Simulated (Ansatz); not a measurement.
**CH5AlClN: up Jacob's ladder to CCSD(T)**

One table from this session's results is given with a row withheld; the runs are named, their logs left out.

Method: functionals in def2-TZVPP, the program's frozen cores in correlated methods; program: Ansatz 0.2.0, Gaussian basis.

Levels to be run: LDA (SPW92), PBE-D4, revPBE-D4, BLYP-D4, r2SCAN-D4, B97M-V, PBE0-D4, B3LYP-D4, r2SCANh-D4, r2SCAN0-D4, HSE06-D4, BHLYP-D4, CAM-B3LYP-D4, LC-ωPBE, ωB97X-V, ωB97M-V, B2PLYP, PBE-QIDH; CCSD(T)/def2-SVP; CCSD(T)/def2-TZVPP; MP2/def2-QZVPP; extrapolation to the limit; RPA on PBE.

## The relaxed structure

The geometry comes from an earlier relaxation with PBE0-D4 in a triple-zeta def2 set; it is a stationary point, not always the lowest conformer.

9 atoms, charge 0, spin multiplicity 1.

Atoms are counted from 1 here; the program's logs count them from 0.

Bond lengths: N1–C2 1.531 Å, N1–Al3 1.985 Å, N1–H5 1.011 Å, N1–H6 1.011 Å, C2–Al3 1.936 Å, C2–H7 1.087 Å, C2–H8 1.087 Å, Al3–Cl4 2.121 Å, Al3–H9 1.576 Å. Angles: C2–N1–Al3 65.3°, C2–N1–H5 114.3°, C2–N1–H6 113.3°, Al3–N1–H5 126.2°, Al3–N1–H6 120.0°, H5–N1–H6 109.2°, N1–C2–Al3 68.7°, N1–C2–H7 110.8°, N1–C2–H8 110.2°, Al3–C2–H7 124.2°, Al3–C2–H8 122.1°, H7–C2–H8 110.5°, N1–Al3–C2 45.9°, N1–Al3–Cl4 109.0°, N1–Al3–H9 114.8°, C2–Al3–Cl4 116.9°, C2–Al3–H9 123.2°, Cl4–Al3–H9 119.7°.

Set-up of the first run:

File in.yaml:

```yaml
crystal:
  periodic: [false, false, false]
  atoms:
    - {symbol: N, position_ang: [-0.260172, 0.870775, -0.184481]}
    - {symbol: C, position_ang: [0.472421, -0.298668, -0.847589]}
    - {symbol: Al, position_ang: [0.091748, -0.673049, 1.013030]}
    - {symbol: Cl, position_ang: [-1.743196, -1.648147, 1.439958]}
    - {symbol: H, position_ang: [0.249863, 1.743105, -0.198123]}
    - {symbol: H, position_ang: [-1.188794, 1.022337, -0.554682]}
    - {symbol: H, position_ang: [-0.103929, -0.693285, -1.679897]}
    - {symbol: H, position_ang: [1.456888, 0.018024, -1.183260]}
    - {symbol: H, position_ang: [1.113670, -0.387392, 2.178044]}
basis:
  gaussian: {orbitals: def2-TZVPP}
hamiltonian: {xc: lda}
output: {orbitals: {seedname: orbitals}}
```

On the command line:

```bash
$ ansatz run in.yaml --threads 2 --pin off --events-out ev --progress --plain --max-ram 4352MiB
```

Steps of the session up to this table: LDA; PBE-D4 (GGA); revPBE-D4 (GGA); BLYP-D4 (GGA); r2SCAN-D4 (meta-GGA); B97M-V (meta-GGA); PBE0-D4 (hybrid); B3LYP-D4 (hybrid); r2SCANh-D4 (hybrid); r2SCAN0-D4 (hybrid); HSE06-D4 (hybrid); BHLYP-D4 (hybrid); CAM-B3LYP-D4 (range-separated); LC-ωPBE (range-separated); ωB97X-V (range-separated); ωB97M-V (range-separated); B2PLYP (double hybrid); PBE-QIDH (double hybrid).

One table of the session follows, with a row left open; its other results are not shown here.

It belongs to the step «Orbital energies across the functionals». 

| functional | HOMO (eV) | gap (eV) |
| --- | --- | --- |
| LDA (SPW92) | -5.94 | 5.10 |
| PBE-D4 | -5.83 | 5.13 |
| revPBE-D4 | -5.78 | 5.15 |
| BLYP-D4 | -5.71 | 5.03 |
| r2SCAN-D4 | -6.08 | 5.93 |
| B97M-V | -6.18 | 5.67 |
| PBE0-D4 | -7.10 | 7.21 |
| B3LYP-D4 | -6.89 | 6.71 |
| r2SCANh-D4 | -6.55 | 6.65 |
| r2SCAN0-D4 | -7.27 | 7.72 |
| HSE06-D4 | -6.70 | 6.44 |
| BHLYP-D4 | -8.30 | 9.08 |
| CAM-B3LYP-D4 | -8.49 | 9.42 |
| LC-ωPBE | -9.87 | 12.02 |
| ωB97X-V | -9.51 | 11.48 |
| ωB97M-V | ? | ? |

Estimate the missing values for ωB97M-V.

**Answer.** HOMO (eV): -9.35; gap (eV): 10.92. In the column «HOMO (eV)» it lies between ωB97X-V (-9.51) and CAM-B3LYP-D4 (-8.49).
